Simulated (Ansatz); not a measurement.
# Nb3Pb: the cost of one run

Program: Ansatz 0.2.0. Level of theory: DFT, levels as named, plane waves, PAW. These are calculated values, not measurements.

## Step 1: The starting structure

It takes space group Pm-3n (No. 223, cubic). Conventional cell: a = 5.333 Å, b = 5.333 Å, c = 5.333 Å, α = 90.00°, β = 90.00°, γ = 90.00°. Nb (site symmetry -4m2) has 2 Nb at 2.67 Å and 4 Pb at 2.98 Å as nearest neighbours. Pb (site symmetry m-3) has 12 Nb at 2.98 Å as nearest neighbours.

Coordinates:

```xyz
8
Lattice="5.3330 0.0000 0.0000 0.0000 5.3330 0.0000 0.0000 0.0000 5.3330" Properties=species:S:1:pos:R:3 pbc="T T T"
Nb    1.3333    0.0000    2.6665
Nb    2.6665    3.9998    0.0000
Nb    3.9998    0.0000    2.6665
Nb    2.6665    1.3333    0.0000
Nb    0.0000    2.6665    3.9998
Nb    0.0000    2.6665    1.3333
Pb    0.0000    0.0000    0.0000
Pb    2.6665    2.6665    2.6665
```

## Step 2: PBE: cell and atoms

Input file input.yaml:

```yaml
crystal:
  lattice:
    - [5.333, 0.0, 0.0]
    - [0.0, 5.333, 0.0]
    - [0.0, 0.0, 5.333]
  atoms:
    - { symbol: Nb, position: [0.25, 0.0, 0.5] }
    - { symbol: Nb, position: [0.5, 0.75, 0.0] }
    - { symbol: Nb, position: [0.75, 0.0, 0.5] }
    - { symbol: Nb, position: [0.5, 0.25, 0.0] }
    - { symbol: Nb, position: [0.0, 0.5, 0.75] }
    - { symbol: Nb, position: [0.0, 0.5, 0.25] }
    - { symbol: Pb, position: [0.0, 0.0, 0.0] }
    - { symbol: Pb, position: [0.5, 0.5, 0.5] }
  symmetry: { tolerance: 0.0003 }
hamiltonian:
  xc: pbe
  pseudopotentials: { kind: paw, azcp: { folder: soft_1 } }
basis:
  ecutwfc: 420
magnetization:
  spin_polarized: false
scf:
  occupations: { method: fermi_dirac, width: 0.1 }
kpoints:
  mp_grid: { grid: [6, 6, 6], shift: [0, 0, 0] }
output:
  forces: true
  stress: true
  eigenvalues: true
relax:
  max_steps: 60
  cell: {}
```

Launch:

```bash
ansatz run input.yaml --threads 2 --pin off --max-ram 5632MiB --backend cpu --events-out ev --progress --plain --runs-dir out
```

Q: Estimate wall time and peak memory on 2 threads of AMD EPYC 9R45 (Zen 5), shared host.

About 12 s, with a peak of 0.59 GiB.
